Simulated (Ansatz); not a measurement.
# C3H12BNO: the cost of one run

All numbers below are computed with Ansatz 0.2.0 (RKS B3LYP-D4/6-31G*).

## (1) Starting point

Bond lengths (14 of 16 bonds, heavy atoms first): B1–C5 1.600 Å, B1–C9 1.600 Å, B1–O13 1.710 Å, O13–C14 1.420 Å, N2–H3 1.060 Å, N2–H4 1.060 Å, C5–H6 1.110 Å, C5–H7 1.110 Å, C5–H8 1.110 Å, C9–H10 1.110 Å, C9–H11 1.110 Å, C9–H12 1.110 Å, C14–H15 1.110 Å, C14–H16 1.110 Å. Angles (14 of 25 angles, heavy atoms first): C5–B1–C9 120.0°, C5–B1–O13 97.0°, C9–B1–O13 101.2°, B1–O13–C14 125.0°, B1–C5–H6 109.5°, B1–C5–H7 109.5°, B1–C5–H8 109.5°, B1–C9–H10 109.5°, B1–C9–H11 109.5°, B1–C9–H12 109.5°, O13–C14–H15 109.5°, O13–C14–H16 109.5°, O13–C14–H17 109.5°, H3–N2–H4 120.0°.

The coordinates stand in the first input below.

## (2) A restrained relaxation towards end A

Springs on the bonds that form and break draw the guess towards this end; the thresholds are loose.

Input file input.yaml:

```yaml
crystal:
  periodic: [false, false, false]
  atoms:
    - { symbol: B, position_ang: [0.0, 0.0, 0.0] }
    - { symbol: "N", position_ang: [0.0, 0.0, 1.9] }
    - { symbol: H, position_ang: [-0.877, -0.2713, 2.43] }
    - { symbol: H, position_ang: [0.877, 0.2713, 2.43] }
    - { symbol: C, position_ang: [1.3856, 0.0, -0.8] }
    - { symbol: H, position_ang: [1.7152, -1.0462, -0.9702] }
    - { symbol: H, position_ang: [1.2491, 0.508, -1.7774] }
    - { symbol: H, position_ang: [2.1552, 0.5381, -0.2082] }
    - { symbol: C, position_ang: [-1.3856, 0.0, -0.8] }
    - { symbol: H, position_ang: [-1.9458, -0.9305, -0.5708] }
    - { symbol: H, position_ang: [-1.9898, 0.8797, -0.4946] }
    - { symbol: H, position_ang: [-1.1839, 0.0508, -1.8903] }
    - { symbol: O, position_ang: [0.0715, -1.6212, 0.5392] }
    - { symbol: C, position_ang: [-0.5794, -2.7171, -0.0867] }
    - { symbol: H, position_ang: [0.1085, -3.5877, -0.1182] }
    - { symbol: H, position_ang: [-1.4893, -2.9859, 0.4895] }
    - { symbol: H, position_ang: [-0.8668, -2.4357, -1.1212] }
    - { symbol: H, position_ang: [0.0479, -1.0857, 1.5734] }
basis:
  gaussian: { orbitals: "6-31G*" }
hamiltonian:
  xc: b3lyp
  dispersion: d4
relax:
  f_tol: 0.15
  max_steps: 25
  restrain:
    - { distance: [0, 12], at: 2.61, k: 30.0 }
    - { distance: [17, 1], at: 2.26, k: 30.0 }
    - { distance: [0, 1], at: 1.55, k: 30.0 }
    - { distance: [17, 12], at: 1.01, k: 30.0 }
```

Launch:

```sh
$ ansatz run input.yaml --threads 4 --pin off --max-ram 5120MiB --backend cpu --events-out ev --progress --plain --runs-dir out
```

**Question.** How long does this run take on 4 threads of Intel Xeon Platinum 8259CL at 2.50GHz (Skylake/Cascade Lake), shared host, and how much memory does it need?

About 56 s, with a peak of 0.34 GiB.
